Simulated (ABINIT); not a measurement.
Write the native input for ABINIT 10.8.3 (patched build) that does the following.

```yaml
Task: equation of state
Functional: r2SCAN
Potentials_or_basis: JTH PAW PBE v2.0
Cutoff: 762 eV
k_mesh: 5 × 5 × 5
Occupations: fermi-dirac, width 0.05 eV
Spin: collinear spin, ferromagnetic start
Starting_moments: "[7.0, 0.0] μB"
Fine-grid_cutoff: 1360.57 eV
```

GdO:

```
CELL_PARAMETERS angstrom
0.00000 2.70000 2.70000
2.70000 0.00000 2.70000
2.70000 2.70000 0.00000
ATOMIC_POSITIONS crystal
Gd 0.00000 0.00000 0.00000
O 0.75000 0.75000 0.75000
```

These files were run (other wordings do the same):

run.abi

```
# Datasets: one volume each
ndtset 7
scalecart1 3*0.9795861087
scalecart2 3*0.9864848297
scalecart3 3*0.9932883884
scalecart4 3*1.0000000000
scalecart5 3*1.0066227096
scalecart6 3*1.0131594038
scalecart7 3*1.0196128224

# Pseudopotentials
pp_dirpath "./"
pseudos "Gd.GGA_PBE-JTH.xml, O.GGA_PBE-JTH.xml"

# Structure
acell 3*1.0
rprim
     0.0000000000     5.1022605365     5.1022605365
     5.1022605365     0.0000000000     5.1022605365
     5.1022605365     5.1022605365     0.0000000000
ntypat 2
znucl 64 8
natom 2
typat 1 2
xred
     0.0000000000     0.0000000000     0.0000000000
     0.7500000000     0.7500000000     0.7500000000

# Plane-wave basis
ecut 761.918815 eV
pawecutdg 50.0

# k points
kptopt 1
ngkpt 5 5 5
nshiftk 1
shiftk 0.0 0.0 0.0

# Exchange and correlation
ixc -497498
usekden 1
pawxcdev 0

# Bands and occupations
nband 21
occopt 3
tsmear 0.00183747

# Spin
nsppol 2
spinat
     0.0000000000     0.0000000000     7.0000000000
     0.0000000000     0.0000000000     0.0000000000

# SCF cycle
nstep 100
tolvrs 1.0e-7

# Output
iomode 3
prtwf 0
prtden 0
prteig 0
prtebands 0
enunit 2
```

Potentials or basis: JTH PAW PBE v2.0.

Run with:

```sh
$ mpirun --bind-to none -np 4 abinit run.abi > log 2>&1
```

Wall time 29 min on 4 MPI ranks on Arm Neoverse V1 (shared host), peak memory 0.96 GiB a rank.
